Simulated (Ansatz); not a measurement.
Runs of Ansatz 0.2.0 on NiMoIrPdW. Symmetry: P-3m1, No. 164, trigonal system. The conventional cell has a = 2.771 Å, b = 2.771 Å, c = 22.020 Å, α = 90.00°, β = 90.00°, γ = 120.00°. Around Ni (site symmetry 3m) lie 3 Mo at 2.55 Å and 3 Pd at 2.65 Å and 6 Ni at 2.77 Å. Mo (site symmetry 3m) is surrounded by 3 Ni at 2.55 Å and 3 Ir at 2.76 Å and 6 Mo at 2.77 Å. Pd (site symmetry 3m) has 3 Ni at 2.65 Å and 9 Pd at 2.77 to 2.84 Å as nearest neighbours. Ir (site symmetry 3m) has 3 Mo at 2.76 Å and 3 W at 2.77 Å and 6 Ir at 2.77 Å as nearest neighbours. Around W (site symmetry 3m) lie 3 Ir at 2.77 Å and 9 W at 2.77 to 2.93 Å. The cell was built by a generator and needn't be a form met in nature.

```csv
potentials or basis,cutoff (eV),gap on the mesh (eV),pressure (GPa),moment (μB),largest force (eV/Å)
Ansatz PAW earlier set,1080,none,0.1,0.00,0.09
JTH PAW,2400,none,0.3,0.00,0.11
SPMS NC,925,none,0.1,0.00,0.11
Ansatz NC with PseudoDojo standard (PBE files),1400,none,0.1,0.00,0.09
PseudoDojo standard (PBE files),1333,none,(a),0.00,0.11
```

Alike in all rows: task single point; level PBE; spin collinear, ferromagnetic start; cell as given; k mesh 11 × 11 × 2; smearing fermi-dirac 0.05 eV.

Q: Estimate the missing entries.

A: (a) 0.0.

A k mesh can miss the band edges, and the runs leave out spin-orbit coupling on Ir, Mo, Pd, W.

A gap of «none» marks a metal or a gap under the smearing width.

Not every run made on this cell is shown here.
